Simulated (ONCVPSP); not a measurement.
**An ONCV potential for cobalt, from input to tests**

Aim: build the potential from the settings below, then test how well it stands in for the atom: other configurations, scattering, ghost states and the plane-wave cutoff that it needs.

Method: ONCVPSP 4.0.1.1 (patched build), PBEsol, scalar-relativistic.

## (1) Starting point

The settings as typed:

- element: cobalt (Co, Z = 27)
- type: optimised norm-conserving Vanderbilt (ONCV)
- frozen core: [Ne]
- valence charge: 17
- reference configuration: 3s2 3p6 3d7 4s2
- partial waves: 3s+4s: rc 1.30 bohr, ncon 4, nbas 7, qcut 7.1 1/bohr, 2 projectors; 3p: rc 0.80 bohr, ncon 4, nbas 8, qcut 12.4 1/bohr, 2 projectors, debl 1 Ha; 3d: rc 1.55 bohr, ncon 4, nbas 8, qcut 9.5 1/bohr, 2 projectors, debl 1.8 Ha
- local potential: polynomial inside 0.55 bohr (lpopt 3, dvloc0 4 Ha)
- core correction: not asked for

The nodes and maxima of the atom's own shells, from an earlier all-electron run, set the scale for the radii.

All-electron outer shells of the reference configuration (PBEsol, scalar-relativistic, ld1.x):

```csv
shell,level (eV),outermost node (bohr),outermost maximum (bohr)
2p,-769.45,–,0.17
3s,-102.14,0.31,0.66
3p,-65.51,0.28,0.68
3d,-8.23,–,0.66
4s,-5.49,0.96,2.32
4p,-1.25,1.05,3.21
```

## (2) The generation run

Contents of Co.dat:

```
# ATOM AND REFERENCE CONFIGURATION
# atsym  z   nc   nv     iexc    psfile
  Co 27.00    3    4  -116133      upf
#
#   n    l    f
    1    0    2.00
    2    0    2.00
    2    1    6.00
    3    0    2.00
    3    1    6.00
    3    2    7.00
    4    0    2.00
#
# PSEUDOPOTENTIAL AND OPTIMIZATION
# lmax
    2
#
#   l,   rc,      ep,       ncon, nbas, qcut
    0    1.30    0.00    4    7    7.10
    1    0.80    0.00    4    8   12.40
    2    1.55    0.00    4    8    9.50
#
# LOCAL POTENTIAL
# lloc, lpopt,  rc(5),   dvloc0
    4    3    0.55    4.00
#
# VANDERBILT-KLEINMAN-BYLANDER PROJECTORs
# l, nproj, debl
    0    2    1.70
    1    2    1.00
    2    2    1.80
#
# MODEL CORE CHARGE
# icmod, fcfact, rcfact
    0    0.00    0.00
#
# LOG DERIVATIVE ANALYSIS
# epsh1, epsh2, depsh
   -5.00    5.00    0.04
#
# OUTPUT GRID
# rlmax, drl
    6.00    0.01
#
# TEST CONFIGURATIONS
# ncnf
    4
# nvcnf
#   n    l    f
    4
    3    0    2.00
    3    1    6.00
    3    2    7.00
    4    0    1.00
#
    4
    3    0    2.00
    3    1    6.00
    3    2    7.00
    4    0    0.00
#
    4
    3    0    2.00
    3    1    6.00
    3    2    6.00
    4    0    0.00
#
    5
    3    0    2.00
    3    1    6.00
    3    2    7.00
    4    0    0.00
    4    1    1.00
#
```

Run with:

```bash
$ oncvpsp.x < Co.dat > Co.out
```

Q: Predict the outcome of this session. Wanted: cutoffs for 1 and 0.1 mHa per electron, occupied waves; bound ghosts; GHOST(+) flags; largest test error; largest phase difference near zero energy, channels read; projector energies reset by the program.

As calculated:

| quantity | value |
| --- | --- |
| cutoffs for 1 and 0.1 mHa per electron, occupied waves | 63 Ha and 112 Ha |
| bound ghosts | none found |
| GHOST(+) flags | s at 263 eV |
| largest test error (AE − PS) | +29 meV, for 3s2 3p6 3d6 4s0 |
| largest phase difference near zero energy, channels read | 0.000 rad |
| projector energies reset by the program | p: -2.407, 0.250 Ha |

What this shows: The worst unpolarised test, 3s2 3p6 3d6 4s0, is off by 29 meV on 61.6 eV; by total energies transferability rates as fair. That test lies far up in energy; among those under 40 eV, nearer to bonding, the largest error is 8.1 meV. The potential is hard: the looser tolerance needs 63 Ha. At the looser tolerance the 3p wave is the slowest; 3d needs 38 Ha. It is free of bound ghosts as far as tested. Near zero energy the phases of the channels with partial waves agree within 0.001 rad. The program also flags highly localised states, GHOST(+) (s). These are tests on the free atom; a crystal test is still owed.
